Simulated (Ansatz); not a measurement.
# C2H7FO2SeZr: basis-set convergence

Aim: see how fast density functionals converge with the basis set for C2H7FO2SeZr.

Method: one geometry, several basis sets; program: Ansatz 0.2.0, Gaussian basis.

Plan: PBE0-D4/def2-SVP; ωB97M-V/def2-SVP; PBE0-D4/def2-QZVPP; ωB97M-V/def2-QZVPP; the functionals' def2-TZVPP values are taken from earlier runs.

## 1. Structure used throughout

An earlier PBE0-D4/def2-TZVP relaxation fixed the geometry. Zr takes the def2 core potential; no spin-orbit term is included.

SMILES `C[O][Zr]([OH])([F])[Se]C`, 14 atoms, charge 0, spin multiplicity 1.

Atoms are counted from 1 here; the program's logs count them from 0.

Bond lengths: C1–O2 1.391 Å, C1–H8 1.094 Å, C1–H9 1.095 Å, C1–H10 1.095 Å, O2–Zr3 1.900 Å, Zr3–O4 1.910 Å, Zr3–F5 1.919 Å, Zr3–Se6 2.582 Å, O4–H11 0.953 Å, Se6–C7 1.973 Å, C7–H12 1.087 Å, C7–H13 1.088 Å, C7–H14 1.092 Å. Angles: O2–C1–H8 110.3°, O2–C1–H9 110.3°, O2–C1–H10 110.5°, H8–C1–H9 108.7°, H8–C1–H10 108.5°, H9–C1–H10 108.5°, C1–O2–Zr3 174.5°, O2–Zr3–O4 112.9°, O2–Zr3–F5 107.4°, O2–Zr3–Se6 107.3°, O4–Zr3–F5 112.5°, O4–Zr3–Se6 107.8°, F5–Zr3–Se6 108.7°, Zr3–O4–H11 164.8°, Zr3–Se6–C7 90.4°, Se6–C7–H12 109.3°, Se6–C7–H13 107.2°, Se6–C7–H14 112.3° and more.

## 2. PBE0-D4 in def2-SVP

The input, in.yaml:

```yaml
crystal:
  periodic: [false, false, false]
  atoms:
    - {symbol: C, position_ang: [1.225875, -2.083781, 0.018796]}
    - {symbol: O, position_ang: [0.134473, -1.228651, -0.089407]}
    - {symbol: Zr, position_ang: [-1.342601, -0.034118, -0.058551]}
    - {symbol: O, position_ang: [-2.848852, -0.739104, 0.881388]}
    - {symbol: F, position_ang: [-1.755103, 0.413710, -1.878591]}
    - {symbol: Se, position_ang: [-0.576965, 2.104769, 1.167780]}
    - {symbol: C, position_ang: [0.821112, 2.401430, -0.193066]}
    - {symbol: H, position_ang: [1.704761, -2.213002, -0.956710]}
    - {symbol: H, position_ang: [1.961329, -1.674217, 0.718385]}
    - {symbol: H, position_ang: [0.908891, -3.065815, 0.383622]}
    - {symbol: H, position_ang: [-3.467634, -1.304306, 1.335033]}
    - {symbol: H, position_ang: [1.773282, 2.034982, 0.183064]}
    - {symbol: H, position_ang: [0.875657, 3.473558, -0.370421]}
    - {symbol: H, position_ang: [0.585795, 1.914536, -1.141312]}
basis:
  gaussian: {orbitals: def2-SVP}
hamiltonian: {xc: pbe0, dispersion: d4}
output: {orbitals: {seedname: orbitals}}
```

The run is started by

```console
> ansatz run in.yaml --threads 2 --pin off --events-out ev --progress --plain --max-ram 20480MiB --backend cpu
```

The runs that follow: ωB97M-V in def2-SVP; PBE0-D4 in def2-QZVPP; ωB97M-V in def2-QZVPP.

Before running them: what should the planned runs give, taken together? Wanted: PBE0-D4: double and triple zeta above quadruple; ωB97M-V: double and triple zeta above quadruple.

The runs gave:

| quantity | value |
| --- | --- |
| PBE0-D4: double and triple zeta above quadruple | 21.00, 1.96 eV |
| ωB97M-V: double and triple zeta above quadruple | 21.23, 1.90 eV |

What this shows: PBE0-D4 gains 19.03 eV from double to triple zeta, then 1.96 eV more. Total energies overstate the basis error of differences, where much of it tends to cancel. The LUMO of ωB97M-V is positive and keeps falling with the basis (0.91 to 0.40 eV): an unbound level that the basis holds in place.
